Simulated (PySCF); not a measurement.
# CH7GaN2: the cost of one run

Computed with PySCF 2.14.0 and routines of our own; the level stands in each step. Atoms count from 0.

## Step 1: The starting structure

11 atoms, charge 0, multiplicity 1; geometry from: GFN2-xTB.

## Step 2: Relaxing the molecule at PBE0-D3(BJ)/def2-SVP

What the job is given:

```
{"job": {"xc": "PBE0", "basis": "def2-SVP", "d3": "d3bj", "grid": 1, "maxiter": 30, "shake": 0.01, "kind": "geom"}, "charge": 0, "multiplicity": 1}
N      2.497830    -0.660860     0.000650
C      1.597130     0.075740     0.568690
Ga    -0.030540     0.894460    -0.366540
N     -1.595720    -0.488350     0.143420
H      2.313070    -0.755500    -1.023680
H      1.788100     0.212790     1.644460
H     -0.063320     0.658050    -1.906520
H     -0.716290     2.162960     0.223600
H     -1.809060    -0.525390     1.169240
H     -2.481020    -0.157110    -0.296820
H     -1.462080    -1.442640    -0.172170
```

Run with:

```bash
> OMP_NUM_THREADS=1 python heavy_run.py task.json out
```

This one command runs all jobs of the session in turn.

**Question.** How long does this first job take on 1 thread of Arm Neoverse V2, shared host, and how much memory does it need?

About 26 s, with a peak of 0.45 GiB.
